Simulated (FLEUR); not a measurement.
MoPt:

```
CELL_PARAMETERS angstrom
2.82147 0.00000 0.00000
-1.41074 2.44347 0.00000
0.00000 0.00000 4.52709
ATOMIC_POSITIONS crystal
Pt 0.33333 0.66667 0.50000
Mo 0.66667 0.33333 0.00000
```

The cell comes from a database or a generator and needn't be the stable form of this composition.

* Program: FLEUR MaX-R8.1 (later development tree)
* Task: single point
* Functional: PBEsol
* Potentials or basis: all-electron
* Basis: FLAPW
* Kmax: 4.36 1/bohr
* k mesh: 11 × 11 × 6
* Occupations: fermi-dirac, width 0.05 eV
* Spin: no spin polarisation
* Gmax: 13.5 1/bohr
* Muffin-tin radii: Pt 2.39, Mo 2.25 bohr
* lmax: Pt 10, Mo 9
* lnonsphr: Pt 10, Mo 9
* Local orbitals a species: Pt 5, Mo 5
* Max iterations: 60
* Mixing factor: 0.05
* Mixer: Anderson
* Mixer history: 15

On this cell: largest force under 0.003 eV/Å; band gap on the k mesh none (metal or under the smearing width).

The same run follows on a disturbed copy (atoms moved at random, drawn with an rms of 0.05 Å):

```
Pt Mo
1.0
     2.82147    0.00000    0.00000
    -1.41074    2.44347    0.00000
     0.00000    0.00000    4.52709
Pt Mo
1 1
Direct
  0.34047 0.67030 0.50350
  0.67742 0.33100 0.01314
```

Question: What does the disturbed cell give?

Answer: The energy (extrapolated to zero smearing) moves by +5.0 meV/atom; largest force 0.414 eV/Å; band gap on the k mesh none (metal or under the smearing width).

Forces on the atoms (eV/Å):
```
Pt   0.092 -0.071  0.398
Mo  -0.092  0.071 -0.397
```
